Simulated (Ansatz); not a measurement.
The system is VWC2.

```xyz
4
Lattice="1.5170 0.8759 4.9339 -1.5170 0.8759 4.9339 0.0000 -1.7517 4.9339" Properties=species:S:1:pos:R:3 pbc="T T T"
W     0.0000    0.0000    0.0000
V     0.0000    0.0000    7.4008
C     0.0000    0.0000    3.6485
C     0.0000    0.0000   11.1532
```

The cell comes from a database or a generator and needn't be the stable form of this composition.

Base run:

```yaml
Program: Ansatz 0.2.0
Functional: PBEsol
Potentials_or_basis: all-electron LAPW, scalar-relativistic
Cutoff: 343 eV
Density_cutoff: 1372 eV
Basis_error_allowed: 0.001 eV/atom
k_mesh: 10 × 10 × 10
Occupations: fermi-dirac, width 0.05 eV
Spin: collinear spin, ferromagnetic start
Starting_moments: "[0.0, 2.0, 0.0, 0.0] μB"
```

Its results: pressure -10.6 GPa; net moment 0.00 μB per cell; largest force 0.111 eV/Å.

Q: After a change of settings the same cell gave: pressure -16.8 GPa; net moment 0.00 μB per cell; largest force 0.147 eV/Å. Which change was it?
A. functional from PBEsol to PBE; basis error allowed from 0.001 eV/atom to 0.002 eV/atom
B. functional from PBEsol to LDA; basis error allowed from 0.001 eV/atom to 0.002 eV/atom
C. basis error allowed from 0.001 eV/atom to 0.002 eV/atom; k mesh from 10 × 10 × 10 to 8 × 8 × 8
D. basis error allowed from 0.001 eV/atom to 0.002 eV/atom

A: B.

Not every run made on this cell is shown here.
